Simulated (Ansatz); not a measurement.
# C₃H₄AlClO₃: basis-set convergence

How large a basis does C₃H₄AlClO₃ need? Two functionals are run in growing sets.

The runs use Ansatz 0.2.0, Gaussian basis; one geometry, several basis sets.

Levels to be run: PBE0-D4/def2-SVP; ωB97M-V/def2-SVP; PBE0-D4/def2-QZVPP; ωB97M-V/def2-QZVPP; the functionals' def2-TZVPP values are taken from earlier runs.

## 1. The geometry

All runs share one geometry, relaxed beforehand with PBE0-D4 in a triple-zeta def2 set.

SMILES `[OH][Al-]1([Cl])[O]C=CC=[O+]1`, 12 atoms, charge 0, spin multiplicity 1.

Atoms are counted from 1 here; the program's logs count them from 0.

Bond lengths: O1–Al2 1.692 Å, O1–H9 0.954 Å, Al2–Cl3 2.109 Å, Al2–O4 1.818 Å, Al2–O8 1.818 Å, O4–C5 1.268 Å, C5–C6 1.389 Å, C5–H10 1.094 Å, C6–C7 1.389 Å, C6–H11 1.080 Å, C7–O8 1.268 Å, C7–H12 1.094 Å. Angles: Al2–O1–H9 123.0°, O1–Al2–Cl3 120.0°, O1–Al2–O4 109.9°, O1–Al2–O8 110.0°, Cl3–Al2–O4 109.2°, Cl3–Al2–O8 109.2°, O4–Al2–O8 95.8°, Al2–O4–C5 125.8°, O4–C5–C6 125.6°, O4–C5–H10 115.6°, C6–C5–H10 118.8°, C5–C6–C7 121.3°, C5–C6–H11 119.3°, C7–C6–H11 119.3°, C6–C7–O8 125.6°, C6–C7–H12 118.8°, O8–C7–H12 115.6°, Al2–O8–C7 125.8°.

## 2. PBE0-D4 in def2-SVP

Contents of in.yaml:

```yaml
crystal:
  periodic: [false, false, false]
  atoms:
    - {symbol: O, position_ang: [-1.799225, -0.381274, 1.943003]}
    - {symbol: Al, position_ang: [-0.316466, 0.210806, 1.383972]}
    - {symbol: Cl, position_ang: [0.978860, 1.222966, 2.704674]}
    - {symbol: O, position_ang: [-0.574971, 1.229469, -0.099752]}
    - {symbol: C, position_ang: [-0.152861, 0.963342, -1.264923]}
    - {symbol: C, position_ang: [0.575479, -0.163276, -1.623138]}
    - {symbol: C, position_ang: [0.903351, -1.138086, -0.690228]}
    - {symbol: O, position_ang: [0.601937, -1.112585, 0.540675]}
    - {symbol: H, position_ang: [-2.091090, -0.281097, 2.845909]}
    - {symbol: H, position_ang: [-0.399830, 1.698957, -2.035770]}
    - {symbol: H, position_ang: [0.884652, -0.288897, -2.650697]}
    - {symbol: H, position_ang: [1.467163, -2.015425, -1.019926]}
basis:
  gaussian: {orbitals: def2-SVP}
hamiltonian: {xc: pbe0, dispersion: d4}
output: {orbitals: {seedname: orbitals}}
```

Run with:

```sh
ansatz run in.yaml --threads 8 --pin off --events-out ev --progress --plain --max-ram 20889MiB
```

Further steps of the session: ωB97M-V in def2-SVP; PBE0-D4 in def2-QZVPP; ωB97M-V in def2-QZVPP.

Q: Predict the results of all the runs planned. Wanted: PBE0-D4: double and triple zeta above quadruple; ωB97M-V: double and triple zeta above quadruple.

As calculated:

```
                                       quantity           value
PBE0-D4: double and triple zeta above quadruple  18.61, 1.10 eV
ωB97M-V: double and triple zeta above quadruple  18.74, 1.04 eV
```

In words: For PBE0-D4 the step from double to triple zeta gains 17.51 eV and the next only 1.10 eV. These are total energies; as a rule much of such shifts cancels in differences, which this series doesn't test.
